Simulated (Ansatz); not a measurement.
# TaCl2F: the cost of one run

Method: DFT PBE, scalar-relativistic, plane waves, PAW, unless a step names another level, in Ansatz 0.2.0.

12 further runs of the same task are left out: 1 that didn't finish, 11 set aside as unsound or not needed. Runs told in other sessions of the task aren't counted.

## 1. The formula and the candidates

Pauling electronegativities: Ta 1.50, Cl 3.16, F 3.98 (spread 2.48). The formula balances with common oxidation states: Ta +3, F -1, Cl -1. Tabulated atomic sizes suggest about 20 Å³/atom. 30 candidates were drawn, by swapping species into database cells of other compounds, at random by space group and Wyckoff sites, or by hand, as the table says:

| name | made from | space group no. | Wyckoff sites | atoms (primitive cell) | V (Å³/atom) |
| --- | --- | --- | --- | --- | --- |
| c01 | random | 186 | Ta 2b; Cl 2a, 2a; F 2b | 8 | 24.5 |
| c02 | built by hand: AlCl3-type, F/Cl ordered | 12 | Ta 4g; Cl 8j; F 4i | 8 | 20.7 |
| c03 | random | 160 | Ta 3a; Cl 3a, 3a; F 3a | 4 | 21.6 |
| c04 | random | 65 | Ta 2d; Cl 4f; F 2c | 4 | 25.9 |
| c05 | database cell of NaNbSe2 | 194 | Ta 2a; Cl 4f; F 2b | 8 | 18.5 |
| c06 | random | 191 | Ta 1b; Cl 2d; F 1a | 4 | 24.1 |
| c07 | random | 123 | Ta 1b, 1d; Cl 4k; F 2f | 8 | 25.0 |
| c08 | database cell of CsYbSe2 | 194 | Ta 2a; Cl 4f; F 2c | 8 | 20.0 |
| c09 | database cell of NaEuO2 | 141 | Ta 4a; Cl 8e; F 4b | 8 | 18.0 |
| c10 | random | 140 | Ta 4c; Cl 8h; F 4d | 8 | 22.4 |
| c11 | random | 99 | Ta 1b; Cl 2c; F 1a | 4 | 25.3 |
| c12 | database cell of LiCrS2 | 164 | Ta 1a; Cl 2d; F 1b | 4 | 19.3 |
| c13 | database cell of CuAgO2 | 47 | Ta 1h; Cl 2r; F 1a | 4 | 21.3 |
| c14 | random | 166 | Ta 3a; Cl 6c; F 3b | 4 | 21.2 |
| c15 | database cell of MnZnS2 | 156 | Ta 1a; Cl 1a, 1c; F 1c | 4 | 24.0 |
| c16 | database cell of LiCuO2 | 12 | Ta 2a; Cl 4i; F 2c | 4 | 18.8 |
| c17 | random | 71 | Ta 2c; Cl 4i; F 2d | 4 | 21.0 |
| c18 | database cell of NaCrN2 | 122 | Ta 4a; Cl 8d; F 4b | 8 | 21.4 |
| c19 | database cell of ErCuTe2 | 156 | Ta 1a; Cl 1c, 1b; F 1c | 4 | 22.7 |
| c20 | random | 187 | Ta 1b; Cl 2h; F 1a | 4 | 24.0 |
| c21 | built by hand: undistorted MOCl2 layer parent (Immm) | 71 | Ta 2a; Cl 4j; F 2d | 4 | 20.4 |
| c22 | database cell of ZnSnAs2 | 115 | Ta 1c; Cl 2g; F 1a | 4 | 24.0 |
| c23 | random | 8 | Ta 2a; Cl 4b; F 2a | 4 | 25.1 |
| c24 | random | 156 | Ta 1a; Cl 1a, 1b; F 1b | 4 | 25.6 |
| c25 | random | 164 | Ta 1b; Cl 2d; F 1a | 4 | 20.9 |
| c26 | database cell of VBr2O | 2 | Ta 1a; Cl 2i; F 1d | 4 | 20.3 |
| c27 | database cell of DyFeC2 | 38 | Ta 2b; Cl 4e; F 2a | 4 | 17.4 |
| c28 | built by hand: RuBr3-type, F/Cl ordered | 63 | Ta 4a; Cl 8g; F 4c | 8 | 20.4 |
| c29 | built by hand: MoOCl2-type, dimerised (C2/m) | 12 | Ta 4i; Cl 4i, 4i; F 4i | 8 | 20.4 |
| c30 | random | 191 | Ta 1a; Cl 2e; F 1b | 4 | 25.7 |

## 2. Screening run of c01

File input.yaml:

```yaml
crystal:
  lattice:
    - [4.49329958, 0.0, 0.0]
    - [-2.24664979, 3.89131159, 0.0]
    - [0.0, 0.0, 11.20575904]
  atoms:
    - { symbol: Ta, position: [0.33333333, 0.66666667, 0.3753497] }
    - { symbol: Ta, position: [0.66666667, 0.33333333, 0.8753497] }
    - { symbol: Cl, position: [0.0, 0.0, 0.47387958] }
    - { symbol: Cl, position: [0.0, 0.0, 0.97387958] }
    - { symbol: Cl, position: [0.0, 0.0, 0.77555279] }
    - { symbol: Cl, position: [0.0, 0.0, 0.27555279] }
    - { symbol: F, position: [0.33333333, 0.66666667, 0.79871287] }
    - { symbol: F, position: [0.66666667, 0.33333333, 0.29871287] }
basis:
  ecutwfc: 420
kpoints:
  mp_grid: { grid: [3, 3, 1] }
hamiltonian:
  xc: pbe
scf:
  occupations: { method: gaussian, width: 0.15 }
  lower_state_search: "off"
output:
  forces: true
  stress: true
  eigenvalues: true
relax:
  adjacent_minimum: "off"
  f_tol: 0.08
  max_steps: 16
  cell: { stress_tol: 0.8 }
```

Started as:

```
$ ansatz run input.yaml --threads 1 --pin off --max-ram 2560MiB --backend cpu --events-out ev --progress --plain --runs-dir out
```

**Question.** How long does this run take on 1 thread of Arm Neoverse V1, shared host, and how much memory does it need?

About 31 s, with a peak of 0.39 GiB.
